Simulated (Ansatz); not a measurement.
# Sr2HfSnO6: the cost of one run

Program: the Python package of Ansatz 0.2.0. Level of theory: DFT PBE, plane waves, PAW. These are calculated values, not measurements.

## 1. The structure

It takes space group Fm-3m (No. 225, cubic). The conventional cell has a = 8.247 Å, b = 8.247 Å, c = 8.247 Å, α = 90.00°, β = 90.00°, γ = 90.00°. Sr (site symmetry -43m) has 12 O at 2.92 Å as nearest neighbours. Hf (site symmetry m-3m) is surrounded by 6 O at 2.06 Å. Sn (site symmetry m-3m) is surrounded by 6 O at 2.06 Å. O (site symmetry 4mm) is surrounded by 1 Hf at 2.06 Å and 1 Sn at 2.06 Å and 4 Sr at 2.92 Å.

The script holds or builds the structure itself.

## 2. The script

Input file run_deck.py:

```python
import json

import ansatz as az
import numpy as np

settings = {
    "crystal": {
        "lattice": [
            [0.0, 4.123488, 4.123488],
            [4.123488, 0.0, 4.123488],
            [4.123488, 4.123488, 0.0],
        ],
        "atoms": [
            {"symbol": "Sr", "position": [0.25, 0.25, 0.25]},
            {"symbol": "Sr", "position": [0.75, 0.75, 0.75]},
            {"symbol": "Hf", "position": [0.0, 0.0, 0.0]},
            {"symbol": "Sn", "position": [0.5, 0.5, 0.5]},
            {"symbol": "O", "position": [0.750041, 0.249959, 0.249959]},
            {"symbol": "O", "position": [0.249959, 0.750041, 0.750041]},
            {"symbol": "O", "position": [0.249959, 0.750041, 0.249959]},
            {"symbol": "O", "position": [0.750041, 0.249959, 0.750041]},
            {"symbol": "O", "position": [0.249959, 0.249959, 0.750041]},
            {"symbol": "O", "position": [0.750041, 0.750041, 0.249959]},
        ],
    },
    "kpoints": {"mp_grid": {"kspacing": 0.4}},
    "hamiltonian": {"xc": "pbe"},
    "scf": {"occupations": {"method": "fixed"}},
    "basis": {"ecutwfc": "420 eV"},
    "output": {"forces": True, "stress": True},
}

result = az.Session.from_dict(settings).plan(threads=1).execute()
rep = result.report

n_atoms = len(rep["lattice"]["sites"])
print("F =", round(rep["free_energy_ev"], 4), "eV for", n_atoms, "atoms")
print("E(sigma -> 0) =", round(rep["energy_sigma0_ev"], 4), "eV, TS =", round(rep["entropy_ts_ev"], 5), "eV")
print("closed by", rep["closed_by"], "after", rep["n_iterations"], "iterations")

forces = np.array(rep["forces_ev_ang"])
norms = np.linalg.norm(forces, axis=1)
print("largest force {:.4f} eV/A on atom {}".format(norms.max(), norms.argmax()))
print(np.array2string(forces, precision=4, suppress_small=True))

stress = np.array(rep["stress_gpa"])
print(f"pressure {np.trace(stress) / 3:.3f} GPa")
print("stress tensor, GPa, positive in compression")
print(np.round(stress, 3) + 0.0)

keep = ["free_energy_ev", "energy_sigma0_ev", "fermi_energy_ev", "n_iterations", "converged", "magnetization_mub", "n_kpoints"]
with open("sr2hfsno6.json", "w") as handle:
    json.dump({key: rep[key] for key in keep}, handle, indent=1)
```

## 3. The calls as engine input

The engine receives this input:

```yaml
crystal:
  lattice:
    - [0.0, 4.123488, 4.123488]
    - [4.123488, 0.0, 4.123488]
    - [4.123488, 4.123488, 0.0]
  atoms:
    - { symbol: Sr, position: [0.25, 0.25, 0.25] }
    - { symbol: Sr, position: [0.75, 0.75, 0.75] }
    - { symbol: Hf, position: [0.0, 0.0, 0.0] }
    - { symbol: Sn, position: [0.5, 0.5, 0.5] }
    - { symbol: O, position: [0.750041, 0.249959, 0.249959] }
    - { symbol: O, position: [0.249959, 0.750041, 0.750041] }
    - { symbol: O, position: [0.249959, 0.750041, 0.249959] }
    - { symbol: O, position: [0.750041, 0.249959, 0.750041] }
    - { symbol: O, position: [0.249959, 0.249959, 0.750041] }
    - { symbol: O, position: [0.750041, 0.750041, 0.249959] }
kpoints:
  mp_grid:
    kspacing: 0.4
hamiltonian:
  xc: pbe
scf:
  occupations:
    method: fixed
basis:
  ecutwfc: "420 eV"
output:
  forces: true
  stress: true
```

## 4. Running it

Started as:

```bash
$ python run_deck.py
```

**Question.** How long does this script take on 1 thread of Arm Neoverse V1, shared host, and how much memory does it need?

About 4.2 s, with a peak of 0.5 GiB.
